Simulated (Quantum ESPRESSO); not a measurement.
Crystal: MoS2.

```
CELL_PARAMETERS angstrom
1.58550 0.91539 6.11500
-1.58550 0.91539 6.11500
0.00000 -1.83078 6.11500
ATOMIC_POSITIONS crystal
Mo 0.00000 0.00000 0.00000
S 0.75000 0.75000 0.75000
S 0.25000 0.25000 0.25000
```

Measurements of this composition are mostly on another form, of space group No. 194.

Base run:

| Property | Result |
| --- | --- |
| Program | Quantum ESPRESSO 7.5 |
| Functional | PBEsol |
| Potentials or basis | PseudoDojo 0.4.1 SR PBEsol standard |
| Cutoff | 1088 eV |
| Density cutoff | 4354 eV |
| k mesh | 7 × 7 × 7 |
| Occupations | gaussian, width 0.05 eV |
| Spin | collinear spin, ferromagnetic start |
| Starting moments | [2.0, 0.0, 0.0] μB |
| Hubbard terms | Mo d U = 4 eV |

Its results: band gap on the k mesh none (metal or under the smearing width); pressure 10.6 GPa; net moment 1.45 μB per cell; largest force 1.074 eV/Å.

The run is repeated on the same cell with these changes: hubbard terms from Mo d U = 4 eV to none. What comes out?

Band gap on the k mesh none (metal or under the smearing width); pressure 3.2 GPa; net moment 0.00 μB per cell; largest force 0.778 eV/Å.

Caveats: the cell's inner coordinates are idealised or old, which leaves forces on the atoms.
